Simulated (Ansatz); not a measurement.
# CH6NSbSi: rigid scan of one bond length in Python

How does the energy of CH6NSbSi change as one bond is stretched? The task is a rigid scan of one bond length, for CH6NSbSi. SMILES: C=N[SiH2][SbH2].

Program: Ansatz 0.2.0, driven from Python. Level of theory: PBE/def2-SVP. These are calculated values, not measurements.

## (1) Starting point

Bond lengths: C1–N2 1.218 Å, N2–Si3 1.753 Å, Si3–Sb4 2.582 Å, C1–H5 1.142 Å, C1–H6 1.114 Å, Si3–H7 1.507 Å, Si3–H8 1.425 Å, Sb4–H9 1.823 Å, Sb4–H10 1.713 Å. Angles: C1–N2–Si3 120.5°, N2–C1–H5 120.5°, N2–C1–H6 125.9°, H5–C1–H6 113.6°, N2–Si3–Sb4 110.5°, N2–Si3–H7 110.2°, N2–Si3–H8 112.4°, Sb4–Si3–H7 105.2°, Sb4–Si3–H8 109.3°, H7–Si3–H8 109.0°, Si3–Sb4–H9 89.7°, Si3–Sb4–H10 90.9°, H9–Sb4–H10 92.2°.

No structure file is read: the coordinates are typed or built in the script.

## (2) Script

File ch6nsbsi_scan.py:

```python
"""Potential curve of CH6NSbSi along one bond."""

from dataclasses import dataclass
import warnings

import ansatz
from ase import Atoms
import numpy as np


@dataclass
class RunConfig:
    basis_set: str = "def2-SVP"
    xc: str = "pbe"


settings = RunConfig()

warnings.simplefilter("ignore", ansatz.DeckWarning)

atoms = Atoms(["C", "N", "Si", "Sb", "H", "H", "H", "H", "H", "H"], positions=[
    [-1.3555, 0.1831, -1.021],
    [-0.4178, -0.5874, -1.1226],
    [0.4543, -1.1222, 0.301],
    [1.6796, 0.8628, 1.4068],
    [-1.9259, 0.5273, -1.9488],
    [-1.7332, 0.6322, -0.0741],
    [1.5413, -2.0915, -0.088],
    [-0.3979, -1.7427, 1.2596],
    [0.1194, 1.8051, 1.419],
    [2.119, 1.4821, -0.1289],
])
molecule = ansatz.Crystal.molecule_from_ase(atoms)

symbols = [site.symbol for site in molecule.cartesian_sites]
start = np.array([site.position_ang for site in molecule.cartesian_sites])
axis = (start[0] - start[1]) / np.linalg.norm(start[0] - start[1])
moving = [0, 4, 5]
lengths, energies = [1.072, 1.12, 1.169, 1.218, 1.267, 1.315, 1.364, 1.437], []
for length in lengths:
    xyz = start.copy()
    xyz[moving] += (length - np.linalg.norm(start[0] - start[1])) * axis
    point = ansatz.Crystal.molecule()
    for symbol, place in zip(symbols, xyz):
        point = point.atom(symbol, place.tolist())
    job = (
        point.calculation()
        .basis(gaussian=settings.basis_set)
        .functional(settings.xc)
    )
    data = job.run(threads=1).report
    energies.append(data["free_energy_ev"])
    print(f"r = {length:6.3f} A  E = {energies[-1]:.5f} eV  <S^2> = {abs(data['mean_field']['state']['spin_squared']):.3f}")

# quartic fit about the minimum
fit = np.polynomial.Polynomial.fit(lengths, np.array(energies) - min(energies), 4).convert()
roots = [r.real for r in fit.deriv().roots() if abs(r.imag) < 1e-9 and fit.deriv(2)(r.real) > 0]
r_e = min(roots, key=lambda r: abs(r - lengths[int(np.argmin(energies))]))
print(f"minimum of the fit at {r_e:.4f} A, force constant {fit.deriv(2)(r_e):.2f} eV/A^2")
```

## (3) Running it

Started as:

```bash
$ python ch6nsbsi_scan.py
```

**Question.** What results will this script give? Wanted: range of energy; lowest point, distance.

The runs gave:

| quantity | value |
| --- | --- |
| bond length at the fit's minimum | 1.2754 Å |
| runs compared | 8 |
| range of energy | 2.246 eV |
| lowest point, distance (Å) | 1.27 |

**Reading.** The curve has its lowest point inside the range, at 1.27. The ends stand 2.25 and 0.654 eV above it. The distance scanned is the script's pair 1, 0. Reading the output:
- The rest of the molecule is held rigid at a force-field or estimated start geometry, and the basis set is modest; single-reference methods fail as a bond breaks.
- def2 sets replace the cores of elements past krypton by effective core potentials.
- The orbitals are restricted, so S² is zero by construction.
- Toward dissociation an unrestricted state lies under the restricted one, by 1 to 2 eV or more.
